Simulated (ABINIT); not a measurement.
A run of ABINIT 10.8.3 (patched build) is set up as follows.

The input run.abi:

```
pp_dirpath "./"
pseudos "Sn.GGA_PBE-JTH.xml, Se.GGA_PBE-JTH.xml, S.GGA_PBE-JTH.xml"

acell 7.105753295 7.1057532949 12.0262643192
rprim
     1.0000000000     0.0000000000     0.0000000000
    -0.5000000000     0.8660254038     0.0000000000
     0.0000000000     0.0000000000     1.0000000000
ntypat 3
znucl 50 34 16
natom 3
typat 1 2 3
xred
            1/3            2/3   0.0076460600
            0.0            0.0   0.7577104000
            2/3            1/3   0.2346445400

ecut 26.0
pawecutdg 78.0

kptopt 3
ngkpt 6 6 3
nshiftk 1
shiftk 0.0 0.0 0.0
istwfk *1

ixc -497498
usekden 1
pawxcdev 0

nband 13
occopt 1

nstep 80
diemac 6.0
npulayit 2
tolvrs 1.0e-11

iomode 3
prteig 0
prtebands 0
prtwf 0
prtden 0

berryopt -1
rfdir 1 1 1
```

Potentials or basis: JTH PAW PBE v2.0.

Command:

```bash
$ abinit run.abi > log 2>&1
```

(1) Estimate the largest force.

(2) Predict the pressure.

## Answers

(1) 0.033 eV/Å.

(2) -0.1 GPa.

Caveat: the PAW data sets were made with another functional, which shifts forces and pressure a little.
